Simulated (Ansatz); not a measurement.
**CH7AlOSSi: how energies converge with the basis set**

The task here is to estimate one member of a computed series from the others.

The runs use Ansatz 0.2.0, Gaussian basis; one geometry, several basis sets.

The runs, in order: PBE0-D4/def2-SVP; ωB97M-V/def2-SVP; PBE0-D4/def2-QZVPP; ωB97M-V/def2-QZVPP; the functionals' def2-TZVPP values are taken from earlier runs.

## The relaxed structure

An earlier PBE0-D4 in a triple-zeta def2 set relaxation fixed the geometry.

12 atoms, charge 0, spin multiplicity 1.

Atoms are counted from 1 here; the program's logs count them from 0.

Bond lengths: Al1–C2 1.968 Å, Al1–H6 1.584 Å, Al1–H7 1.584 Å, C2–S3 1.914 Å, C2–O4 1.378 Å, C2–H8 1.098 Å, S3–H9 1.347 Å, O4–Si5 1.660 Å, Si5–H10 1.480 Å, Si5–H11 1.485 Å, Si5–H12 1.488 Å. Angles: C2–Al1–H6 117.6°, C2–Al1–H7 116.8°, H6–Al1–H7 125.5°, Al1–C2–S3 80.2°, Al1–C2–O4 126.9°, Al1–C2–H8 114.5°, S3–C2–O4 113.8°, S3–C2–H8 100.2°, O4–C2–H8 112.7°, C2–S3–H9 95.1°, C2–O4–Si5 123.6°, O4–Si5–H10 105.9°, O4–Si5–H11 111.1°, O4–Si5–H12 109.2°, H10–Si5–H11 110.2°, H10–Si5–H12 111.3°, H11–Si5–H12 109.1°.

Set-up of the first run:

The input, in.yaml:

```yaml
crystal:
  periodic: [false, false, false]
  atoms:
    - {symbol: Al, position_ang: [-1.395724, 1.517849, 1.169410]}
    - {symbol: C, position_ang: [-0.425871, 0.444922, -0.164491]}
    - {symbol: S, position_ang: [-1.353122, -0.949141, 0.763161]}
    - {symbol: O, position_ang: [0.936846, 0.253171, -0.238855]}
    - {symbol: Si, position_ang: [1.650401, -0.923760, -1.166855]}
    - {symbol: H, position_ang: [-0.709271, 1.728009, 2.581774]}
    - {symbol: H, position_ang: [-2.756169, 2.178848, 0.700433]}
    - {symbol: H, position_ang: [-0.916204, 0.384989, -1.145648]}
    - {symbol: H, position_ang: [-0.548251, -0.929986, 1.842761]}
    - {symbol: H, position_ang: [3.058462, -0.503738, -1.341306]}
    - {symbol: H, position_ang: [1.589920, -2.245237, -0.491862]}
    - {symbol: H, position_ang: [0.946081, -1.011027, -2.474523]}
basis:
  gaussian: {orbitals: def2-SVP}
hamiltonian: {xc: pbe0, dispersion: d4}
output: {orbitals: {seedname: orbitals}}
```

Steps of the session up to this table: PBE0-D4 in def2-SVP; ωB97M-V in def2-SVP; PBE0-D4 in def2-QZVPP; ωB97M-V in def2-QZVPP.

One of the session's tables, all rows but one given; the rest of the session is left out.

It belongs to the step «Density functionals: the series». 

```
functional       basis  HOMO (eV)
   PBE0-D4    def2-SVP      -7.11
   PBE0-D4  def2-TZVPP      -7.14
   PBE0-D4  def2-QZVPP          ?
   ωB97M-V    def2-SVP      -9.24
   ωB97M-V  def2-TZVPP      -9.30
   ωB97M-V  def2-QZVPP      -9.31
```

Estimate the missing values for PBE0-D4, def2-QZVPP.

As computed: HOMO (eV): -7.15. In the column «HOMO (eV)» it lies between ωB97M-V, def2-SVP (-9.24) and PBE0-D4, def2-TZVPP (-7.14).
